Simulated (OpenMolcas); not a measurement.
# Two attempts at GeF3 (SMILES [F][Ge]([F])[F])

Wanted: the energy of GeF3, ROMP2/6-31G (RICD fitting).

Program for the calculation: OpenMolcas 26.06.

5 further runs of the same task are left out: 2 that didn't finish, 3 set aside as unsound or not needed.

## (1) The molecule

GeF3: 4 atoms, total charge 0, spin state doublet. SMILES: `[F][Ge]([F])[F]`. Geometry: relaxed at PBE0-D4/def2-TZVP.

Bond lengths: F1–Ge2 1.721 Å, Ge2–F3 1.721 Å, Ge2–F4 1.721 Å. Angles: F1–Ge2–F3 106.5°, F1–Ge2–F4 106.5°, F3–Ge2–F4 106.5°.

## (2) The input as first written

File test.input:

```
&GATEWAY
  Coord
  4
  angstrom
  F        0.773000      -0.481700       1.324200
  Ge       0.320400      -0.234700      -0.317300
  F       -1.293100      -0.812000      -0.471700
  F        0.255200       1.468100      -0.555500
  Basis=6-31G
  Group=NoSym
  RICD

&SEWARD

&SCF
  UHF
  Spin=2
  PrOrbitals=1 1
  Multiplicity=1

&RASSCF
  FileOrb=$Project.UnaOrb
  Spin=2
  Nactel=1 0 0
  Inactive=29
  Ras2=1
  OutOrbitals=Canonical
  OrbListing=NoCore

&CASPT2
  IPEA=0.0
  Frozen=12
```

The run is started by

```bash
$ export MOLCAS_MEM=1860
$ pymolcas test.input > test.log
```

Log:

```text
--- Start Module: gateway ---

                                              &GATEWAY

                       available to each process: 1.9 GB of memory, 1 thread

++    Symmetry information:
      ---------------------

                    Character Table for C1

                             E
                    a        1  x, y, xy, Rz, z, xz, Ry, yz, Rx, I
--

++    Basis set information:
      ----------------------

      Basis set label: F.6-31G.........

      Electronic valence basis set:
      ------------------
      Associated Effective Charge   9.000000 au
      Associated Actual Charge      9.000000 au
      Nuclear Model: Point charge

      Shell  nPrim  nBasis  Cartesian Spherical Contaminant
         s      10       3        X
         p       4       2        X

      Basis set label: GE.6-31G.........

      Electronic valence basis set:
      ------------------
      Associated Effective Charge  32.000000 au
      Associated Actual Charge     32.000000 au
      Nuclear Model: Point charge

      Shell  nPrim  nBasis  Cartesian Spherical Contaminant
         s      22       5        X
         p      16       4        X
         d       4       2        X

      Basis set label: F.6-31G.........

      Electronic valence basis set:
      ------------------
      Associated Effective Charge   9.000000 au
      Associated Actual Charge      9.000000 au
      Nuclear Model: Point charge

      Shell  nPrim  nBasis  Cartesian Spherical Contaminant
         s      10       3        X
         p       4       2        X
--

++    Molecular structure info:
      -------------------------

                    ************************************************
                    **** Cartesian Coordinates / bohr, angstrom ****
                    ************************************************

     Center  Label                x              y              z                     x              y              z
        1      F1               1.460758      -0.910281       2.502375              0.773000      -0.481700       1.324200
        2      GE2              0.605468      -0.443519      -0.599610              0.320400      -0.234700      -0.317300
        3      F3              -2.443605      -1.534458      -0.891384             -1.293100      -0.812000      -0.471700
        4      F4               0.482258       2.774307      -1.049743              0.255200       1.468100      -0.555500

                    ***************************************
                    *    InterNuclear Distances / bohr    *
                    ***************************************

               1 F1            2 GE2           3 F3            4 F4
    1 F1       0.000000
    2 GE2      3.251415        0.000000
    3 F3       5.210686        3.251481        0.000000
    4 F4       5.210681        3.251492        5.210682        0.000000

                    *******************************************
                    *    InterNuclear Distances / angstrom    *
                    *******************************************

               1 F1            2 GE2           3 F3            4 F4
    1 F1       0.000000
    2 GE2      1.720575        0.000000
    3 F3       2.757376        1.720609        0.000000
    4 F4       2.757374        1.720616        2.757374        0.000000
--

            Nuclear Potential Energy            312.36151795 au

--- Stop Module: gateway /rc=_RC_ALL_IS_WELL_ ---
--- Module gateway spent 1 second ---

--- Start Module: seward ---

                                              &SEWARD

                       available to each process: 1.9 GB of memory, 1 thread

               SEWARD will generate:
                  Multipole Moment integrals up to order  2
                  Kinetic Energy integrals
                  Nuclear Attraction integrals (point charge)
                  One-Electron Hamiltonian integrals
                  Velocity integrals
                  Orbital angular momentum around (  0.2692  -0.2026  -0.2571 )
                  Velocity quadrupole around (  0.2692  -0.2026  -0.2571 )
                  RI decomposed two-electron repulsion integrals stored Cholesky style
                   - acCD auxiliary basis
                   - CD Threshold:   1.00E-04

                   Integrals are discarded if absolute value <: 1.00E-14
                   Integral cutoff threshold is set to       <: 1.00E-16

            Nuclear Potential Energy            312.36151795 au

      Basis set specifications :
      Symmetry species         a
      Basis functions           56

--- Stop Module: seward /rc=_RC_ALL_IS_WELL_ ---

--- Start Module: scf ---

                                                &SCF

                       available to each process: 1.9 GB of memory, 1 thread

 Unidentified key word:Multiplicity
 >>>>> Input file for module SCF  <<<<<
UHF
Spin
2
PrOrbitals
1 1
 ******   Error  *******
Multiplicity

 ###############################################################################
 ###    ERROR: Error in FindErrorLine                                        ###
 ###############################################################################
--- Stop Module: scf /rc=_RC_INPUT_ERROR_ ---

.####################.
.# User input error #.
.####################.

    Timing: Wall=2.04 User=1.75 System=0.24
```

Wall time 2.2 s (1 thread of Arm Neoverse V2, shared host).

## (3) Diagnosis

The program broke off before the end.

The log says `ERROR: Error in FindErrorLine`. The fault: the input text is malformed or holds a word that the program doesn't know (`Multiplicity=1`).

## (4) The mended input

File test.input:

```
* F3Ge ROMP2

&gateway
  coord
  4
  angstrom
  F        0.773000      -0.481700       1.324200
  Ge       0.320400      -0.234700      -0.317300
  F       -1.293100      -0.812000      -0.471700
  F        0.255200       1.468100      -0.555500
  basis = 6-31G
  group = NoSym
  ricd

&seward

&scf
  uhf
  spin = 2
  thresholds = 1e-06 0.001 0.001 0.01
  prorbitals = 1

&rasscf
  fileorb = $Project.UnaOrb
  spin = 2
  nactel = 1 0 0
  inactive = 29
  ras2 = 1
  outorbitals = Canonical
  orblisting = NoCore

&caspt2
  ipea = 0.0
  frozen = 12
```

The run is started by

```bash
$ export MOLCAS_MEM=1860
$ pymolcas test.input > test.log
```

Log:

```text
--- Start Module: gateway ---
[...]
--- Stop Module: gateway /rc=_RC_ALL_IS_WELL_ ---
[...]
      Basis functions           56
[...]
       Convergence after  10 Iterations
[...]
::    Total SCF energy                              -2373.3502982586
[...]
      Total spin, S                                     0.5030397435
[...]
--- Start Module: rasscf ---
[...]
      Number of active orbitals                  1
[...]
      Spin quantum number                      0.5
[...]
      Active orbitals                            1
[...]
      Number of CSFs                             1
[...]
      Number of root(s) required                 1
[...]
      Convergence after  9 iterations
[...]
      printout of CI-coefficients larger than  0.05 for root  1
      energy=   -2373.348413
      conf/sym  1     Coeff  Weight
             1  u   1.00000 1.00000
      Natural orbitals and occupation numbers for root  1
      sym 1:   1.000000
      ************************************************************************************************************************
      *                                                    Final results                                                     *
[...]
::    RASSCF root number  1 Total energy:  -2373.34841302
[...]
      Total electronic charge=   59.000000
      Total            charge=   -0.000000
[...]
      Dipole Moment (debye):
      Origin of the operator (angstrom)=    0.1425   -0.1072   -0.1361
                   X=  2.1988E+00               Y= -1.5755E+00               Z= -2.2396E+00           Total=  3.5118E+00
      Quadrupole Moment (debye*angstrom):
[...]
--- Stop Module: rasscf /rc=_RC_ALL_IS_WELL_ ---
[...]
--- Start Module: caspt2 ---
[...]
 ###    WARNING: User changed nr of frozen orbitals.                         ###
 ###############################################################################
[...]
      E2 (Variational):          -0.5835056118
      Total energy:           -2373.9319186355
[...]
      Reference weight:           0.87999
[...]
::    CASPT2 Root  1     Total energy:  -2373.93191864
[...]
--- Stop Module: caspt2 /rc=_RC_ALL_IS_WELL_ ---
[...]
```

Wall time 4.5 s (1 thread of Arm Neoverse V2, shared host).

## (5) Results

At ROMP2/6-31G (RICD fitting):

```
    quantity           value
total energy  -2373.93192 Eh
```

**Reading.** This program's gradients are faulty for this kind of reference, so any forces in the log can't be trusted; the energy can.
